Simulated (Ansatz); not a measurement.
# Bi: stress in a strained cell

Bi is deformed so: equal xy, yz and zx engineering shear strains of +2 %. What stress and forces result, by LAPW, PAW and all-electron datasets made for the crystal?

Program: Ansatz 0.2.0. Level of theory: DFT PBEsol, scalar-relativistic. These are calculated values, not measurements.

### Step 1. The starting structure

Symmetry: R-3m, No. 166, trigonal system. The conventional cell has a = 4.546 Å, b = 4.546 Å, c = 11.862 Å, α = 90.00°, β = 90.00°, γ = 120.00°. Bi (site symmetry 3m) is surrounded by 6 Bi at 3.07 to 3.53 Å.

As a file:

```xyz
2
Lattice="2.2730 1.3123 3.9540 -2.2730 1.3123 3.9540 0.0000 -2.6246 3.9540" Properties=species:S:1:pos:R:3 pbc="T T T"
Bi    0.0000    0.0000    2.7744
Bi    0.0000    0.0000    9.0876
```

Atoms are numbered in the order of the input: Bi1, Bi2.

### Step 2. The deformed structure

Space group R-3m before, P-1 after.

### Step 3. LAPW, all electrons

File input.yaml:

```yaml
crystal:
  lattice:
    - [2.3256628482, 1.374586973, 3.9898531666]
    - [-2.2203365086, 1.3291269794, 3.944393173]
    - [0.0132936605, -2.5850939523, 3.9277536605]
  atoms:
    - { symbol: Bi, position: [0.23389, 0.23389, 0.23389] }
    - { symbol: Bi, position: [0.76611, 0.76611, 0.76611] }
kpoints:
  mp_grid: { grid: [10, 10, 10] }
  band_path:
    path:
      - [0.0, 0.0, 0.0]
      - [-0.5, -0.5, -0.5]
      - [0.5, 0.0, 0.0]
      - [0.0, 0.0, 0.0]
      - [0.0, 0.0, 0.5]
      - [0.0, -0.5, 0.0]
      - [0.0, 0.0, 0.0]
      - [0.5, 0.0, 0.5]
      - [-0.5, -0.5, 0.0]
    npoints: 5
scf:
  occupations: { method: fermi_dirac, width: 0.03 }
hamiltonian:
  xc: pbesol
  pseudopotentials: { kind: all_electron, lapw: { basis_error: 0.0005 } }
output:
  forces: true
  stress: true
  eigenvalues: true
```

On the command line:

```console
$ ansatz run input.yaml --threads 1 --pin off --max-ram 3072MiB --backend cpu --events-out ev --progress --plain --runs-dir out
```

### Step 4. PAW with frozen cores

File input.yaml:

```yaml
crystal:
  lattice:
    - [2.3256628482, 1.374586973, 3.9898531666]
    - [-2.2203365086, 1.3291269794, 3.944393173]
    - [0.0132936605, -2.5850939523, 3.9277536605]
  atoms:
    - { symbol: Bi, position: [0.23389, 0.23389, 0.23389] }
    - { symbol: Bi, position: [0.76611, 0.76611, 0.76611] }
kpoints:
  mp_grid: { grid: [10, 10, 10] }
scf:
  occupations: { method: fermi_dirac, width: 0.03 }
hamiltonian:
  xc: pbesol
  pseudopotentials: { kind: paw }
output:
  forces: true
  stress: true
  eigenvalues: true
  efg: { contact_densities: true }
```

### Step 5. Datasets made for this crystal

Edit input.yaml of step 4 so:

```diff
@@ -14,3 +14,3 @@
   xc: pbesol
-  pseudopotentials: { kind: paw }
+  pseudopotentials: { kind: all_electron, datasets: crystal }
 output:
```

(Steps that only read results are left out.)

What does the calculation give? Wanted: pressure; largest shear or deviatoric stress.

**Answer**, as computed:

| quantity | value |
| --- | --- |
| pressure | LAPW -0.60, PAW -0.62, crystal datasets -0.60 GPa |
| largest shear or deviatoric stress (LAPW) | 0.87 GPa |

The largest part of the stress beyond the pressure is 0.87 GPa in size, in the yz component; the atoms are carried along and not relaxed. No run of the undeformed cell stands beside it, so the pressure holds what the given cell had before the change. PAW: stress within 0.02 GPa of LAPW, forces within 1 meV/Å. Crystal datasets: stress within 0.01 GPa of LAPW, forces within 1 meV/Å. Spin-orbit coupling is left out, though the cell holds Bi; in elements this heavy it can shift bands and gaps by tenths of an eV.
